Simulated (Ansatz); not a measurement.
# HfTi5N6: the cost of one run

Program: Ansatz 0.2.0. Level of theory: DFT PBE, scalar-relativistic, plane waves, PAW. These are calculated values, not measurements.

1 further run of the same task is left out (it didn't finish). Runs told in other sessions of the task aren't counted.

## (1) The system as given

It takes space group P-3m1 (No. 164, trigonal). Conventional cell: a = 3.048 Å, b = 3.048 Å, c = 14.861 Å, α = 90.00°, β = 90.00°, γ = 120.00°. Hf (site symmetry -3m) has 6 N at 2.22 Å in its first shell of neighbours. Ti (site symmetry 3m) has 6 N at 2.13 to 2.15 Å in its first shell of neighbours. Around Ti (site symmetry 3m) lie 6 N at 2.13 to 2.14 Å. Around Ti (site symmetry -3m) lie 6 N at 2.14 Å. Around N (site symmetry 3m) lie 6 Ti at 2.14 Å. N (site symmetry 3m) is surrounded by 6 Ti at 2.13 Å. Around N (site symmetry 3m) lie 3 Ti at 2.15 Å and 3 Hf at 2.22 Å.

As a file:

```cif
data_structure
_symmetry_space_group_name_H-M 'P-3m1'
_symmetry_Int_Tables_number 164
_cell_length_a 3.0478
_cell_length_b 3.0478
_cell_length_c 14.8608
_cell_angle_alpha 90.000
_cell_angle_beta 90.000
_cell_angle_gamma 120.000
_cell_volume 119.55
loop_
_atom_site_label
_atom_site_type_symbol
_atom_site_symmetry_multiplicity
_atom_site_Wyckoff_symbol
_atom_site_fract_x
_atom_site_fract_y
_atom_site_fract_z
_atom_site_occupancy
Hf1 Hf 1 a 0.00000 0.00000 0.00000 1
Ti1 Ti 2 d 0.33333 0.66667 0.17417 1
Ti2 Ti 2 d 0.66667 0.33333 0.33635 1
Ti3 Ti 1 b 0.00000 0.00000 0.50000 1
N1 N 2 d 0.33333 0.66667 0.41840 1
N2 N 2 c 0.00000 0.00000 0.74482 1
N3 N 2 d 0.33333 0.66667 0.90906 1
```

It is the end of an earlier relaxation with the same method, from a generated guess; it needn't be the stable form of this composition. At a tolerance of 0.05 Å it has space group P-3m1 (No. 164); it has 9.96 Å³/atom, an uncorrected energy of -1.68 eV/atom over the elements.

## (2) Bands, states and charges

Input file input.yaml:

```yaml
crystal:
  lattice:
    - [3.0477536617, 0.0, 0.0]
    - [-1.5238768309, 2.6394320955, 0.0]
    - [0.0, 0.0, 14.860794452]
  atoms:
    - { symbol: Hf, position: [0.0, 0.0, 0.0] }
    - { symbol: Ti, position: [0.3333333333, 0.6666666667, 0.1741710865] }
    - { symbol: Ti, position: [0.6666666667, 0.3333333333, 0.3363523682] }
    - { symbol: Ti, position: [0.0, 0.0, 0.5] }
    - { symbol: Ti, position: [0.3333333333, 0.6666666667, 0.6636476318] }
    - { symbol: Ti, position: [0.6666666667, 0.3333333333, 0.8258289135] }
    - { symbol: "N", position: [0.3333333333, 0.6666666667, 0.4183958479] }
    - { symbol: "N", position: [0.6666666667, 0.3333333333, 0.5816041521] }
    - { symbol: "N", position: [0.0, 0.0, 0.7448233316] }
    - { symbol: "N", position: [0.3333333333, 0.6666666667, 0.9090635045] }
    - { symbol: "N", position: [0.6666666667, 0.3333333333, 0.0909364955] }
    - { symbol: "N", position: [0.0, 0.0, 0.2551766684] }
basis:
  ecutwfc: 420
kpoints:
  mp_grid: { grid: [12, 12, 4] }
  band_path:
    path:
      - [[0.0, 0.0, 0.0], [0.5, 0.0, 0.0], [0.33333333, 0.33333333, 0.0], [0.0, 0.0, 0.0], [0.0, 0.0, 0.5], [0.5, 0.0, 0.5], [0.33333333, 0.33333333, 0.5], [0.0, 0.0, 0.5]]
      - [[0.5, 0.0, 0.5], [0.5, 0.0, 0.0]]
      - [[0.33333333, 0.33333333, 0.5], [0.33333333, 0.33333333, 0.0]]
    npoints: 10
hamiltonian:
  xc: pbe
scf:
  occupations: { method: gaussian, width: 0.1 }
  n_extra_bands: 30
output:
  forces: true
  stress: true
  eigenvalues: true
  populations: true
  dos: { projected: true, de: 0.02, nscf_kmesh: { grid: [15, 15, 5] } }
  bader: false
```

Command:

```console
> ansatz run input.yaml --threads 4 --pin off --max-ram 8192MiB --backend cpu --events-out ev --progress --plain --runs-dir out
```

What time and memory should one allow on 4 threads of Intel Xeon at 2.70GHz, shared host?

About 38 s, with a peak of 1.2 GiB.
